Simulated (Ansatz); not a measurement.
# CH₂AlClO: ionisation energy by level of theory

The task here is to estimate one member of a computed series from the others.

Program: Ansatz 0.2.0, Gaussian basis. Level of theory: unrestricted cation, the program's frozen cores in correlated methods. These are calculated values, not measurements.

Levels to be run: UKS PBE-D4/def2-TZVPP; UKS r2SCAN-D4/def2-TZVPP; UKS PBE0-D4/def2-TZVPP; UKS B3LYP-D4/def2-TZVPP; UKS wB97X-V/def2-TZVPP; UKS wB97M-V/def2-TZVPP; UKS B2PLYP/def2-TZVPP; UHF-CCSD(T)/def2-TZVPP; UHF-MP2/def2-QZVPP; extrapolation to the limit; then −ε(HOMO) from the neutral's earlier runs with LDA (SPW92), PBE-D4, revPBE-D4, BLYP-D4, r2SCAN-D4, B97M-V, PBE0-D4, B3LYP-D4, r2SCANh-D4, r2SCAN0-D4, HSE06-D4, BHLYP-D4, CAM-B3LYP-D4, LC-ωPBE, ωB97X-V, ωB97M-V.

## The geometry

All runs share one geometry, relaxed beforehand with PBE0-D4 in a triple-zeta def2 set.

SMILES `[Cl][Al]1[CH2][O]1`, 6 atoms, charge 0, spin multiplicity 1.

Atoms are counted from 1 here; the program's logs count them from 0.

Bond lengths: Cl1–Al2 2.065 Å, Al2–C3 1.870 Å, Al2–O4 1.694 Å, C3–O4 1.500 Å, C3–H5 1.090 Å, C3–H6 1.090 Å. Angles: Cl1–Al2–C3 170.3°, Cl1–Al2–O4 140.3°, C3–Al2–O4 49.5°, Al2–C3–O4 59.1°, Al2–C3–H5 123.5°, Al2–C3–H6 123.5°, O4–C3–H5 112.5°, O4–C3–H6 112.5°, H5–C3–H6 111.3°, Al2–O4–C3 71.4°.

Set-up of the first run:

Input file in.yaml:

```yaml
crystal:
  periodic: [false, false, false]
  atoms:
    - {symbol: Cl, position_ang: [-2.120755, -2.149256, 0.446810]}
    - {symbol: Al, position_ang: [-0.682921, -0.707001, 0.103800]}
    - {symbol: C, position_ang: [0.624389, 0.630282, 0.108767]}
    - {symbol: O, position_ang: [0.141768, 0.030611, -1.178593]}
    - {symbol: H, position_ang: [1.681917, 0.437727, 0.288273]}
    - {symbol: H, position_ang: [0.397702, 1.693535, 0.184744]}
basis:
  gaussian: {orbitals: def2-TZVPP}
total_charge: 1
magnetization: {spin_polarized: true, initial_magnetization: 1}
hamiltonian: {xc: pbe, dispersion: d4}
```

Command:

```
ansatz run in.yaml --threads 2 --pin off --events-out ev --progress --plain --max-ram 4352MiB
```

Steps of the session up to this table: Cation, UKS PBE-D4/def2-TZVPP; Cation, UKS r2SCAN-D4/def2-TZVPP; Cation, UKS PBE0-D4/def2-TZVPP; Cation, UKS B3LYP-D4/def2-TZVPP; Cation, UKS wB97X-V/def2-TZVPP; Cation, UKS wB97M-V/def2-TZVPP; Cation, UKS B2PLYP (frozen core)/def2-TZVPP; Cation, UHF-CCSD(T)/def2-TZVPP; Cation, UHF-MP2/def2-QZVPP.

One of the session's tables, all rows but one given; the rest of the session is left out.

For comparison, −ε(HOMO) of the neutral from earlier runs:

```
  functional  −ε(HOMO) (eV)
 LDA (SPW92)           5.77
      PBE-D4           5.59
   revPBE-D4           5.51
     BLYP-D4              ?
   r2SCAN-D4           5.79
      B97M-V           5.83
     PBE0-D4           6.85
    B3LYP-D4           6.65
  r2SCANh-D4           6.26
  r2SCAN0-D4           6.98
    HSE06-D4           6.44
    BHLYP-D4           8.03
CAM-B3LYP-D4           8.24
     LC-ωPBE           9.55
     ωB97X-V           9.20
     ωB97M-V           9.09
```

Q: Estimate the row for BLYP-D4 from the others.

Worked estimate for «−ε(HOMO) (eV)». Against the share of exact exchange, B3LYP-D4 (0.2, 6.65), BHLYP-D4 (0.5, 8.03) give a slope of 4.60 per unit share; at 0 the line stands at 5.73.

The run gave: −ε(HOMO) (eV): 5.47. In «−ε(HOMO) (eV)» the line misses by +0.26.

Caveats from the session: The cation may have settled in a state other than its lowest; no search over hole states beyond the program's own was made.
